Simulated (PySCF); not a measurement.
# SiI⁺ with other numerical set-ups

The method stays; parts of the set-up, such as the basis or the Hamiltonian, are changed.

The runs use PySCF 2.14.0; each script names its method and basis.

5 further runs of the same task are left out: 5 that didn't finish.

## (1) Where the work starts

SiI⁺: 2 atoms, charge 1, spin multiplicity 1.

Bond lengths: Si1–I2 2.272 Å.

## (2) The run that the others are compared with

The input, input.py:

```python
from pyscf import gto, scf, mcscf, mrpt

mol = gto.M(
    atom='Si 0 0 0; I 0 0 2.272',
    basis='3-21g',
    charge=1,
    spin=0,
    verbose=4,
)
mf = scf.RHF(mol)
mf.kernel()
mc = mcscf.CASSCF(mf, 2, 2)
mc.kernel()
mc.analyze()
mrpt.NEVPT(mc).kernel()
mf.dip_moment()
print('orbital energies (hartree):', mf.mo_energy[..., max(0, mol.nelec[1]-3):mol.nelec[0]+3].round(4))
```

On the command line:

```console
$ OMP_NUM_THREADS=1 python input.py
```

The log of this run is left out.

Base result: E(SCF) = -7174.404043 Eh, 8 cycles, E(CAS) − E(SCF) = -0.01187 Eh, NEVPT2 = -0.07078 Eh.

No relativity is included for the heavy element. The bond length is a typed value, not an optimised one. The dipole of an ion depends on the origin.

## (3) Def2-svp (core potential on)

Edit 1 changes basis set: 3-21g → def2-svp; core potential: off → on. The core potential changes with it: totals don't compare.

The input, input.py:

```python
from pyscf import gto, scf, mcscf, mrpt

mol = gto.M(
    atom='Si 0 0 0; I 0 0 2.272',
    basis='def2-svp',
    ecp={'I': 'def2-svp'},
    charge=1,
    spin=0,
    verbose=4,
)
mf = scf.RHF(mol)
mf.kernel()
mc = mcscf.CASSCF(mf, 2, 2)
mc.kernel()
mc.analyze()
mrpt.NEVPT(mc).kernel()
mf.dip_moment()
print('orbital energies (hartree):', mf.mo_energy[..., max(0, mol.nelec[1]-3):mol.nelec[0]+3].round(4))
```

On the command line:

```console
$ OMP_NUM_THREADS=1 python input.py
```

## (4) Cartesian functions on

Edit 2 changes Cartesian functions: off → on.

Changes to input.py since step 2:

```diff
@@ -7,2 +7,3 @@
     spin=0,
+    cart=True,
     verbose=4,
```

**Question.** What will these runs give? Wanted: for each run, E(SCF); from base; gap; after the SCF.

The runs gave:

```
                         run  E(SCF) (hartree)  from base (eV)  cycles  gap (eV)  functions                                                                 after the SCF
                        base      -7174.404043               0       8     10.32         44  NEVPT2 correlation -2.249 eV (from the SCF energy, the CASSCF gain included)
def2-svp (core potential on)       -585.211183  not comparable      11     10.97         44  NEVPT2 correlation -5.583 eV (from the SCF energy, the CASSCF gain included)
      Cartesian functions on      -7174.939756        -14.5775       8     10.32         46  NEVPT2 correlation -2.496 eV (from the SCF energy, the CASSCF gain included)
```

Total energies from different bases, Hamiltonians or methods carry different errors, so properties are taken as differences within one set-up.
